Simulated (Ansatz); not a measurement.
I need an active-space calculation of BBr. Use Ansatz 0.2.0, Python API. Level of theory: SC-NEVPT2, def2-SVP basis, multiplicity 1.

Input file `bbr.xyz`:
```text
2

B     0.00000    0.00000    0.00000
Br    0.00000    0.00000    1.93000
```

The script, `cas_bbr.py`:
```python
"""Active-space calculation on BBr."""

import ansatz as az

config = {
    "basis_set": "def2-SVP",
}


def main() -> None:
    molecule = az.Crystal.molecule_from_extxyz("bbr.xyz")

    calculation = (
        molecule.calculation()
        .basis(gaussian=config["basis_set"])
        .correlation(active_electrons=4, active_orbitals=5)
    )
    for method in ["sc_nevpt2"]:
        report = (calculation if method is None else calculation.correlation(method)).run().report
        space = report["configurations"]
        state = space["states"][0]
        print(method or "casscf", f"total {report['free_energy_ev'] / 27.211386246:.6f} Ha, active-space state {state['energy']['hartree']:.6f} Ha, mean field {report['reference_energy_ev'] / 27.211386246:.6f} Ha")
        print("  determinants", state["n_determinants"], " natural occupations", [round(n, 3) for n in space["natural_occupations"]])


if __name__ == "__main__":
    main()
```

```console
$ python cas_bbr.py
sc_nevpt2 total -2596.997385 Ha, active-space state -2596.744904 Ha, mean field -2596.697115 Ha
  determinants 28  natural occupations [1.982, 1.864, 0.068, 0.068, 0.019]
```

What to keep in mind:
- Total energies depend on the basis set; only differences at equal settings carry meaning.
- The geometry is a force-field or estimated start, not a minimum of this method, and the basis set is short of its limit. The active space starts as a window about the frontier orbitals and is then optimised, not chosen by chemistry.
- The spin state was assumed, and another may lie lower.
- Hardware and time: 2 s on 1 thread of Arm Neoverse V1 (shared host), peak memory 0.16 GiB.
